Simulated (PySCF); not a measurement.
**CuH: singlet, from a linear start**

Where does singlet CuH go from a linear start, is the end point a minimum, and what are its modes, charges and moments?

Computed with PySCF 2.14.0. Level: PBE0, basis Cu def2-SVP, H def2-SVP, no relativity, density fitting.

### Step 1. The starting structure

2 atoms, charge 0, spin multiplicity 1.

Bond lengths: Cu1–H2 1.512 Å.

```xyz
2
charge 0 multiplicity 1
Cu    0.0000    0.0000    0.0000
H     0.0000    0.0000    1.5120
```

### Step 2. The SCF at the typed geometry

The steps below are one call of a driver around PySCF. For each, scf.py gives the equivalent set-up of the SCF; relaxations use the driver's own optimiser. After this first run the driver tries any further starts and a stability analysis.

Input file scf.py:

```python
from pyscf import gto, scf, dft
mol = gto.M(atom='''
Cu     0.000000     0.000000     0.000000
H      0.000000     0.000000     1.512000''',
    basis={'Cu': 'def2-SVP', 'H': 'def2-SVP'},
    charge=0, spin=0)
mf = dft.RKS(mol, xc='PBE0')
mf.grids.atom_grid = (50, 194)
aux = {'Cu': 'def2-universal-JKFIT', 'H': 'def2-universal-JKFIT'}
mf = mf.density_fit(auxbasis=aux)
mf.conv_tol = 1e-08
mf.diis_space = 10
mf.max_cycle = 60
mf.init_guess = 'minao'
mf.verbose = 4
mf.kernel()
```

The run is started by

```
> OMP_NUM_THREADS=1 python axn.py task.json out
```

Further steps of the session: Relaxation: linear start, singlet; Hessian and properties.

Q: Predict the outcome of this session. Wanted: minimum; geometry; wavenumbers; dipole moment; highest occupied, lowest empty level; polar-tensor charge of Cu1; zero-point energy; atomisation energy.

**Answer**, as computed:

| quantity | value |
| --- | --- |
| minimum | singlet, C∞v |
| geometry | Cu–H 1.476 Å |
| wavenumbers (cm⁻¹) | 1836 (σ+) |
| dipole moment | 2.77 D |
| highest occupied, lowest empty level | -6.16, -1.36 eV |
| polar-tensor charge of Cu1 | +0.36 e |
| zero-point energy | 11.0 kJ/mol |
| entropy at 298.15 K | 196.3 J/(mol K) |
| atomisation energy (no zero-point energy) | 256 kJ/mol |

The molecule stays C∞v, as typed, and the end point is a minimum. In the infrared the band at 1836 cm⁻¹ (σ+, stretch) leads. Other starts or spin states, not run here, may lie lower. The stability of the closed-shell solution was not tested.
